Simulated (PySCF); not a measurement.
**[DyCl3(NH3)]−: other functionals and bases at one geometry**

The task here is to estimate one member of a computed series from the others.

Program: PySCF 2.14.0. Level of theory: several levels, as the steps say, no spin–orbit coupling. These are calculated values, not measurements.

1 further run of the same task is left out (for a known fault of the program).

## The system as given

8 atoms, charge -1, spin multiplicity 1.

Bond lengths: Dy1–Cl2 2.706 Å, Dy1–Cl3 2.706 Å, Dy1–Cl4 2.706 Å, Dy1–N5 2.640 Å, N5–H6 1.019 Å, N5–H7 1.019 Å, N5–H8 1.019 Å. Angles: Cl2–Dy1–Cl3 119.8°, Cl2–Dy1–Cl4 119.8°, Cl2–Dy1–N5 92.4°, Cl3–Dy1–Cl4 119.8°, Cl3–Dy1–N5 92.4°, Cl4–Dy1–N5 92.4°, Dy1–N5–H6 111.2°, Dy1–N5–H7 111.2°, Dy1–N5–H8 111.2°, H6–N5–H7 107.7°, H6–N5–H8 107.7°, H7–N5–H8 107.7°.

Geometry (Å):

```csv
atom,x (Å),y (Å),z (Å)
Dy1,0.05919,-0.05919,0.05919
Cl2,1.22901,2.08157,1.22901
Cl3,-2.08157,-1.22901,1.22901
Cl4,1.22901,-1.22901,-2.08157
N5,-1.46502,1.46502,-1.46502
H6,-2.06548,2.06548,-0.90201
H7,-0.90201,2.06548,-2.06548
H8,-2.06548,0.90201,-2.06548
```

Formal oxidation states: Dy +2. Each metal's 10 4f electrons lie in its core potential, so multiplicities, spins and levels count the valence alone. An earlier session relaxed this geometry at PBE0, Dy lcecp-0-SVP with ECP56, Cl def2-SVP, N def2-SVP, H def2-SVP (singlet, point group C3v).

At PBE0 on the finer grid: E = -1467.447011 Eh, frontier levels not given, since the 4f levels lie in the core, Mulliken charge on Dy1 +0.38 e, largest force component 0.001 eV/Å. 

Levels to run: wB97X; BLYP; PBE0, TZVP. Hardware: 2 threads of Arm Neoverse V1, shared host.

The first run:

Input file run.py (the lines that set the calculation):

```python
mol = gto.M(atom='''
Dy     0.05919    -0.05919     0.05919
Cl     1.22901     2.08157     1.22901
Cl    -2.08157    -1.22901     1.22901
Cl     1.22901    -1.22901    -2.08157
N     -1.46502     1.46502    -1.46502
H     -2.06548     2.06548    -0.90201
H     -0.90201     2.06548    -2.06548
H     -2.06548     0.90201    -2.06548''',
    basis={'Dy': 'lcecp-0-SVP', 'Cl': 'def2-SVP', 'N': 'def2-SVP', 'H': 'def2-SVP'},
    ecp={'Dy': 'lcecp-0-SVP'},
    charge=-1, spin=0)
mf = dft.RKS(mol, xc='WB97X')
mf.grids.atom_grid = (75, 302)  # f atoms: unpruned, at least (60, 302)
mf = mf.density_fit()  # fitting sets: Dy AutoAux, Cl def2-universal-JKFIT, N def2-universal-JKFIT, H def2-universal-JKFIT
mf.conv_tol = 1e-08; mf.max_cycle = 55
mf.kernel(dm0)  # dm0: the density of the relaxed state
```

Launch:

```sh
$ OMP_NUM_THREADS=2 python run.py
```

Steps of the session up to this table: wB97X; BLYP; PBE0, TZVP.

One of the session's tables, all rows but one given; the rest of the session is left out.

| level | charge on Dy1 (e) | dipole (D) | largest force component (eV/Å) |
| --- | --- | --- | --- |
| PBE0 (relaxed here) | 0.38 | 4.58 | 0.00 |
| wB97X | 0.40 | 4.59 | 0.01 |
| BLYP | ? | ? | ? |
| PBE0, TZVP | 1.03 | 4.34 | 0.22 |

**Question.** Estimate the row for BLYP.

As computed: charge on Dy1 (e): 0.12; dipole (D): 4.56; largest force component (eV/Å): 0.27. In the column «charge on Dy1 (e)» it is the lowest.

The dipole of a charged species depends on the origin, so these sizes hold for this origin alone.

The largest leftover force, 0.27 eV/Å with BLYP, stands at a geometry relaxed at another level. With 4f in the core, its levels are missing from HOMO and gap, and its count is fixed, so no charge can pass from the ligands into it. Total energies of different levels can't be compared.
